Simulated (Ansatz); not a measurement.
# AlH5O2Si: the cost of one run

Program: Ansatz 0.2.0. Level of theory: RKS B3LYP/6-31G*. These are calculated values, not measurements.

## Step 1: Starting point

Bond lengths: Al1–O2 1.980 Å, O2–H3 1.010 Å, Al1–H4 1.760 Å, Al1–O5 1.780 Å, O5–Si6 1.680 Å, Si6–H7 1.460 Å, Si6–H8 1.460 Å, Si6–H9 1.460 Å. Angles: Al1–O2–H3 71.2°, O2–Al1–H4 42.8°, O2–Al1–O5 159.9°, H4–Al1–O5 157.3°, Al1–O5–Si6 125.0°, O5–Si6–H7 109.5°, O5–Si6–H8 109.5°, O5–Si6–H9 109.5°, H7–Si6–H8 109.4°, H7–Si6–H9 109.4°, H8–Si6–H9 109.4°.

Coordinates:

```xyz
9

Al    0.0000    0.0000    0.0000
O     1.2704    0.0000    1.5187
H     0.3609   -0.2814    1.8559
H     1.7458    0.0000    0.2228
O    -1.5415    0.0000   -0.8900
Si   -2.6907   -1.2238   -0.8267
H    -2.2881   -2.2198    0.1620
H    -3.9833   -0.6595   -0.4496
H    -2.8007   -1.8572   -2.1376
```

## Step 2: Pulling towards end A

Springs on the bonds that form and break draw the guess towards this end; the thresholds are loose.

File input.yaml:

```yaml
crystal:
  periodic: [false, false, false]
  atoms:
    - { symbol: Al, position_ang: [0.0, 0.0, 0.0] }
    - { symbol: O, position_ang: [1.2704, 0.0, 1.5187] }
    - { symbol: H, position_ang: [0.3609, -0.2814, 1.8559] }
    - { symbol: H, position_ang: [1.7458, 0.0, 0.2228] }
    - { symbol: O, position_ang: [-1.5415, 0.0, -0.89] }
    - { symbol: Si, position_ang: [-2.6907, -1.2238, -0.8267] }
    - { symbol: H, position_ang: [-2.2881, -2.2198, 0.162] }
    - { symbol: H, position_ang: [-3.9833, -0.6595, -0.4496] }
    - { symbol: H, position_ang: [-2.8007, -1.8572, -2.1376] }
basis:
  gaussian: { orbitals: "6-31G*" }
hamiltonian:
  xc: b3lyp
relax:
  f_tol: 0.15
  max_steps: 25
  restrain:
    - { distance: [1, 3], at: 2.21, k: 30.0 }
    - { distance: [0, 1], at: 1.78, k: 30.0 }
    - { distance: [0, 3], at: 1.56, k: 30.0 }
```

Started as:

```
$ ansatz run input.yaml --threads 1 --pin off --max-ram 2048MiB --backend cpu --events-out ev --progress --plain --runs-dir out
```

What time and memory should one allow on 1 thread of Arm Neoverse N1, shared host?

About 62 s, with a peak of 0.15 GiB.
